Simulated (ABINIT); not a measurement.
**GaGe: single point with PBEsol**

GaGe:

```
Ge Ga
1.0
     0.00000    2.89784    2.89784
     2.89784    0.00000    2.89784
     2.89784    2.89784    0.00000
Ge Ga
1 1
Direct
  0.99277 0.98973 0.02535
  0.23997 0.24662 0.26427
```

The cell comes from a database or a generator and needn't be the stable form of this composition.

The cell isn't the ideal one: atoms moved at random, drawn with an rms of 0.05 Å.

| Property | Result |
| --- | --- |
| Program | ABINIT 10.8.3 (patched build) |
| Task | single point |
| Functional | PBEsol |
| Potentials or basis | PseudoDojo NC SR PBEsol v0.4.1 standard |
| Cutoff | 1088 eV |
| k mesh | 8 × 8 × 8 |
| Occupations | fermi-dirac, width 0.05 eV |
| Spin | no spin polarisation |

```json
{"Pressure": "-2.3 GPa", "Largest force": "0.201 eV/Å", "Band gap on the k mesh": "none (metal or under the smearing width)", "Valence electrons inside the program's atomic spheres": "Ge 11.52; Ga 10.81"}
```

Forces in eV/Å, atoms in the order of the input:
```
Ge  -0.049 -0.189  0.047
Ga   0.049  0.189 -0.047
```

Stress tensor (GPa, compression positive):
```
-2.27 -0.27  1.01
-0.27 -2.39  0.28
 1.01  0.28 -2.27
```

Levels at points of the mesh, in eV from the Fermi level:
```
           k point  band 11  band 12  band 13  band 14  band 15  band 16  band 17  band 18
(0.00, 0.00, 0.00)   -10.54     1.57     1.68     1.84     2.03     4.24     4.37     4.46
(0.50, 0.00, 0.00)    -8.59    -5.35     0.29     0.49     2.00     5.17     5.46     8.07
(0.00, 0.50, 0.00)    -8.55    -5.46     0.32     0.48     2.07     5.22     5.47     8.11
(0.50, 0.50, 0.00)    -7.52    -5.82    -1.26    -1.23     2.26     2.38    10.98    11.03
(0.00, 0.00, 0.50)    -8.62    -5.26     0.33     0.44     1.95     5.21     5.37     8.05
(0.50, 0.00, 0.50)    -7.52    -5.81    -1.29    -1.21     2.22     2.42    10.92    11.09
(0.00, 0.50, 0.50)    -7.52    -5.82    -1.26    -1.23     2.26     2.38    10.98    11.03
(0.50, 0.50, 0.50)    -8.55    -5.46     0.32     0.48     2.07     5.22     5.47     8.11
```

Run time: 15 min on 1 thread of Arm Neoverse V1, with other jobs on the host, peak memory 0.37 GiB.
